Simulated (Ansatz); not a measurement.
# Cd2Cl3: the cost of one run

Program: Ansatz 0.2.0. Level of theory: DFT PBE, scalar-relativistic, plane waves, PAW. These are calculated values, not measurements.

2 further runs of the same task are left out: 1 that didn't finish, 1 set aside as unsound or not needed.

## 1. Starting point

The structure is cubic, space group Pm-3m (No. 221). Conventional cell: a = 5.322 Å, b = 5.322 Å, c = 5.322 Å, α = 90.00°, β = 90.00°, γ = 90.00°. Cd (site symmetry m-3m) has 6 Cl at 2.66 Å as nearest neighbours. Cd (site symmetry m-3m) is surrounded by 12 Cl at 3.76 Å. Cl (site symmetry 4/mmm) has 6 Cd at 2.66 to 3.76 Å as nearest neighbours.

As a file:

```cif
data_structure
_symmetry_space_group_name_H-M 'P 1'
_symmetry_Int_Tables_number 1
_cell_length_a 5.3216
_cell_length_b 5.3216
_cell_length_c 5.3216
_cell_angle_alpha 90.000
_cell_angle_beta 90.000
_cell_angle_gamma 90.000
_cell_volume 150.71
loop_
_atom_site_label
_atom_site_type_symbol
_atom_site_fract_x
_atom_site_fract_y
_atom_site_fract_z
_atom_site_occupancy
Cd1 Cd 0.00000 0.00000 0.00000 1
Cd2 Cd 0.50000 0.50000 0.50000 1
Cl1 Cl 0.50000 0.00000 0.00000 1
Cl2 Cl 0.00000 0.50000 0.00000 1
Cl3 Cl 0.00000 0.00000 0.50000 1
```

A structure generator made this guess: random cell by space group and Wyckoff sites (Pm-3m, No. 221). Its size is a rough estimate.

## 2. A first look at the guess

Input file input.yaml:

```yaml
crystal:
  lattice:
    - [5.32163956, 0.0, 0.0]
    - [0.0, 5.32163956, 0.0]
    - [0.0, 0.0, 5.32163956]
  atoms:
    - { symbol: Cd, position: [0.0, 0.0, 0.0] }
    - { symbol: Cd, position: [0.5, 0.5, 0.5] }
    - { symbol: Cl, position: [0.5, 0.0, 0.0] }
    - { symbol: Cl, position: [0.0, 0.5, 0.0] }
    - { symbol: Cl, position: [0.0, 0.0, 0.5] }
basis:
  ecutwfc: 420
kpoints:
  mp_grid: { grid: [4, 4, 4] }
hamiltonian:
  xc: pbe
scf:
  occupations: { method: gaussian, width: 0.1 }
  lower_state_search: "off"
output:
  forces: true
  stress: true
  eigenvalues: true
```

Command:

```console
$ ansatz run input.yaml --threads 1 --pin off --max-ram 2048MiB --backend cpu --events-out ev --progress --plain --runs-dir out
```

Q: Estimate wall time and peak memory on 1 thread of Arm Neoverse V2, shared host.

About 2.8 s, with a peak of 0.36 GiB.
